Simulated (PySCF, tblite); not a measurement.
**C7H10SSi: geometry, infrared bands and NMR shifts**

Wanted: the infrared bands and NMR shifts of C7H10SSi (`C#CCS[SiH]1CC=CC1`), by calculation.

Computed with tblite 0.8.0 and PySCF 2.14.0, with density-fitted response routines of our own, on a single molecule in the gas phase. Atoms count from 0, in the outputs and in this text.

## Step 1: Starting geometry

19 atoms, charge 0, multiplicity 1; geometry from: force field or distance geometry start.

Bonds of the start (Å): C0–C1 1.20, C1–C2 1.47, C2–S3 1.82, S3–Si4 2.15, Si4–C5 1.91, C5–C6 1.51, C6–C7 1.34, C7–C8 1.52, C8–Si4 1.91, C0–H9 1.07, C2–H10 1.09, C2–H11 1.09, Si4–H12 1.49, C5–H13 1.10, C5–H14 1.10, C6–H15 1.08, C7–H16 1.09, C8–H17 1.10, C8–H18 1.10.

## Step 2: Geometry optimisation with GFN2-xTB

What the job is given:

```
{"job": {"kind": "relax", "xc": "GFN2-xTB", "basis": "xTB"}, "charge": 0, "multiplicity": 1}
C      3.178000     1.706000    -0.028900
C      2.957900     0.536300    -0.160400
C      2.728400    -0.911800    -0.296000
S      1.098200    -1.268700    -1.033600
Si    -0.282800    -0.812300     0.552600
C     -0.701400     1.051100     0.572500
C     -2.170400     1.122600     0.238300
C     -2.821000    -0.024800     0.001900
C     -2.051600    -1.333000     0.071900
H      3.348500     2.752800     0.077000
H      3.475600    -1.337700    -0.964300
H      2.814800    -1.422600     0.665800
H      0.156900    -1.348800     1.867900
H     -0.505400     1.469200     1.565800
H     -0.118800     1.612800    -0.166600
H     -2.672500     2.083900     0.211500
H     -3.882400    -0.039600    -0.249100
H     -2.079200    -1.846900    -0.895700
H     -2.482600    -1.979300     0.844500
```

On the command line:

```
$ OMP_NUM_THREADS=1 python probes_run.py task.json out
```

The driver reads the jobs from task.json and runs them one after another.

**Question.** This job is followed by: GFN2-xTB harmonic vibrations, gas phase; GIAO PBE0/pcSseg-1 NMR shielding, non-relativistic, gas phase. Predict these results of the whole session: strongest single infrared mode (GFN2-xTB); zero-point energy (GFN2-xTB); 13C shifts against TMS (PBE0/pcSseg-1, means over atoms taken as alike); 1H shifts against TMS (PBE0/pcSseg-1, means over atoms taken as alike); 33S shifts against CS2 (PBE0/pcSseg-1); 29Si shifts against TMS (PBE0/pcSseg-1).

**Answer**, as computed:

| quantity | value |
| --- | --- |
| strongest single infrared mode (GFN2-xTB) | 2220 cm⁻¹, 298 km/mol |
| zero-point energy (GFN2-xTB) | 89.4 kcal/mol |
| 13C shifts against TMS (PBE0/pcSseg-1, means over atoms taken as alike) | 137.8, 87.2, 81.4, 22.8, 21.3 ppm |
| 1H shifts against TMS (PBE0/pcSseg-1, means over atoms taken as alike) | 6.11, 5.30, 3.36, 1.96, 1.91, 1.81 ppm |
| 33S shifts against CS2 (PBE0/pcSseg-1) | -90 ppm |
| 29Si shifts against TMS (PBE0/pcSseg-1) | 17.7 ppm |

What this shows: Relaxing lowered the energy by 0.127 eV in 76 steps; the close pair that moved most is C1–C2, from 1.472 to 1.437 Å. No mode is imaginary among the 51: a minimum at this level. The strongest single mode, at 2220 cm⁻¹, moves mainly H12. Unscaled tight-binding wavenumbers are off by several per cent, some by more. Its intensities can rank the bands wrongly. The most deshielded carbon is C6, C7 (mean) (alkene CH), at 137.8 ppm: the olefinic region. H15, H16 (mean) (hydrogen on an alkene CH) lies farthest downfield among hydrogen, at 6.11 ppm; attached to an sp2 carbon and in the plane of the double bond. At PBE0/pcSseg-1: The largest span, 357 ppm, is at S3, where the paramagnetic term is -466 ppm.
